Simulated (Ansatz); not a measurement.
**AsF₂+ (triplet): from Hartree-Fock to the top rungs, cc-pVTZ**

The task here is to estimate one member of a computed series from the others.

The runs use Ansatz 0.2.0, Gaussian basis; cc-pVTZ, core rule «outside noble gas», up to 16 orbitals frozen.

Plan: UHF; CCSD(T) on ROHF; CCSD(T) on UHF; BCCD(T) on ROHF; CCSDT(Q) on ROHF; CCSDT(Q) on UHF; CASSCF and NEVPT2, 18 electrons in 12 orbitals.

4 further runs of the same task are left out: 4 set aside as unsound or not needed.

**The geometry**

The geometry is a PBE0/def2-TZVP stationary point (not a proven minimum) of the parent state, kept for this charge and spin. No spin-orbit coupling is included. The filled d shell of As may be among the frozen orbitals whatever the setting's name suggests; the logs give the count.

3 atoms, charge 1, spin multiplicity 3.

Atoms are counted from 1 here; the program's logs count them from 0.

Bond lengths: As1–F2 1.730 Å, As1–F3 1.730 Å. Angles: F2–As1–F3 96.5°.

Set-up of the first run:

File in.yaml:

```yaml
crystal:
  periodic: [false, false, false]
  atoms:
    - {symbol: As, position_ang: [0.000000, -0.387542, 0.000000]}
    - {symbol: F, position_ang: [0.000000, 0.764150, -1.290593]}
    - {symbol: F, position_ang: [0.000000, 0.764150, 1.290593]}
basis:
  gaussian: {orbitals: cc-pVTZ}
total_charge: 1
magnetization: {spin_polarized: true, initial_magnetization: 2}
hamiltonian: {xc: hf}
output: {orbitals: {seedname: orbitals}}
```

Started as:

```
$ ansatz run in.yaml --threads 1 --pin off --events-out ev --progress --plain --max-ram 4096MiB --backend cpu
```

Among the steps run: UHF; CCSD(T) on ROHF; CCSD(T) on UHF; BCCD(T) on ROHF; CCSDT(Q) on ROHF; CCSDT(Q) on UHF; CASSCF and NEVPT2, 18 electrons in 12 orbitals.

One table of the session follows, with a row left open; its other results are not shown here.

It belongs to the step «Misses and costs». 

```
        method  from RCCSDT(Q) (meV)
          ROHF              +17180.0
           UHF              +16959.9
          RMP2                +726.7
          UMP2                +798.0
         RCCSD                +685.1
         UCCSD                +658.2
      RCCSD(T)                 +51.7
      UCCSD(T)                 +45.2
       BCCD(T)                 +46.4
        RCCSDT                 +28.2
        UCCSDT                 +16.3
     RCCSDT(Q)                     0
     UCCSDT(Q)                     ?
CASSCF valence              +15030.5
NEVPT2 valence               +1899.9
```

Q: Estimate the row for UCCSDT(Q) from the others.

**Answer.** from RCCSDT(Q) (meV): -26.6. In the column «from RCCSDT(Q) (meV)» it is the lowest.

Limits of these values: Restricted and unrestricted rows rest on different reference determinants; where their highest levels disagree by more than a few hundredths of an eV, they describe different states and don't form one ladder.
